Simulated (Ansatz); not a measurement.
Predict the output of the script below (Ansatz 0.2.0 through its Python package).

The script reads `tiag_tiag.vasp`:
```text
TiAg
1.0
   2.90381219    0.00000000    0.00000000
   0.00000000    2.90381219    0.00000000
   0.00000000    0.00000000    8.13270293
Ti Ag
2 2
Direct
   0.00000000    0.50000000    0.88348800
   0.50000000    0.00000000    0.11651200
   0.00000000    0.50000000    0.37325140
   0.50000000    0.00000000    0.62674860
```

Contents of `tiag_ti.cif`:
```cif
data_Ti
_cell_length_a 2.950000
_cell_length_b 2.950000
_cell_length_c 4.680000
_cell_angle_alpha 90.00000
_cell_angle_beta 90.00000
_cell_angle_gamma 120.00000
_symmetry_space_group_name_H-M 'P 1'
_symmetry_Int_Tables_number 1
loop_
_symmetry_equiv_pos_as_xyz
'x, y, z'
loop_
_atom_site_label
_atom_site_type_symbol
_atom_site_fract_x
_atom_site_fract_y
_atom_site_fract_z
Ti1 Ti    0.333333    0.666667    0.250000
Ti2 Ti    0.666667    0.333333    0.750000
```

Contents of `tiag_ag.xyz`:
```text
1
Lattice="0.0 2.04275 2.04275 2.04275 0.0 2.04275 2.04275 2.04275 0.0" Properties=species:S:1:pos:R:3 pbc="T T T"
Ag    0.00000000    0.00000000    0.00000000
```

`formation_tiag.py`
```python
# -*- coding: utf-8 -*-
'''Heat of formation of TiAg at zero temperature, after relaxing cells and atoms.'''

from collections import Counter
import warnings

import ansatz as az
from ase.io import read
import numpy as np
import pandas as pd

TOLERANCE = 1e-09
XC = 'pbesol'
VDW = 'd3bjatm'
BETA = 0.2
ECUT = 520
K_SPACING = 0.26
SMEARING = 'fermi_dirac'
WIDTH_EV = 0.1


def ground_state(name, crystal):
    calc = (
        crystal.calculation()
        .scf(tolerance=TOLERANCE, algorithm='density_mixing')
        .functional(XC, dispersion=VDW)
        .mixing('broyden', ndim=6, beta=BETA)
        .accuracy('medium')
        .basis(ECUT)
        .kpoints(spacing=K_SPACING)
        .occupations(SMEARING, width=WIDTH_EV)
        .stress()
    )
    calc = calc.relax(force_tolerance=0.03, max_steps=60, cell=True)
    return calc.run(threads=1)


def counts(outcome):
    return Counter(site.symbol for site in outcome.lattice.sites)

def formation_energy(outcome, mu):
    n = counts(outcome)
    return (outcome.report['energy_sigma0_ev'] - sum(k * mu[element] for element, k in n.items())) / sum(n.values())


def volume_per_atom(outcome):
    return abs(np.linalg.det(outcome.lattice.cell_ang)) / len(outcome.lattice.sites)

warnings.simplefilter('ignore', az.DeckWarning)

phases = {}
atoms = read('tiag_tiag.vasp', format='vasp')
tiag = az.Crystal.from_ase(atoms)
phases['TiAg'] = tiag
atoms = read('tiag_ti.cif')
ti = az.Crystal.from_ase(atoms)
phases['Ti'] = ti
ag = az.Crystal.from_extxyz('tiag_ag.xyz')
phases['Ag'] = ag

done = {name: ground_state(name, crystal) for name, crystal in phases.items()}

# chemical potentials of the elements at zero temperature
references = {'Ti': 'Ti', 'Ag': 'Ag'}
mu = {element: done[name].report['energy_sigma0_ev'] / len(done[name].lattice.sites) for element, name in references.items()}

target = done['TiAg']
heat = formation_energy(target, mu)
rows = [(name, len(o.lattice.sites), volume_per_atom(o), formation_energy(o, mu)) for name, o in done.items()]
print(pd.DataFrame(rows, columns=['phase', 'atoms', 'V (A^3/atom)', 'E_form (eV/atom)']).round(4).to_string(index=False))
```

Output of `python formation_tiag.py`:
```text
phase  atoms  V (A^3/atom)  E_form (eV/atom)
 TiAg      4       16.0444           -0.0693
   Ti      2       16.0653            0.0000
   Ag      1       16.0738            0.0000
```

Caveats:
- These settings explore the input space; cutoff and mesh may be short of convergence.
- Dispersion corrections can be off by several per cent in the lattices of metals, and by several GPa in the pressure at a fixed cell.
- For the metals among these phases the mesh is modest: differences between phases can be off by up to 40 meV an atom.
- The program warned that this SCF threshold is loose for forces or stresses.
- The cells come from databases of deposited and of computed structures, and not all need be stable phases.
- The compound is the structure given, not necessarily its lowest; energies are at zero temperature, with no correction for gases. A semilocal functional's error on such energies is often 0.05 to 0.1 eV an atom, and 0.1 to 0.3 eV against gases such as O2 or F2.
- The script silences the warnings on its input, which a real study should read.
- Timing: 80 s on 1 thread of Arm Neoverse V1 (shared host), peak memory 0.54 GiB.
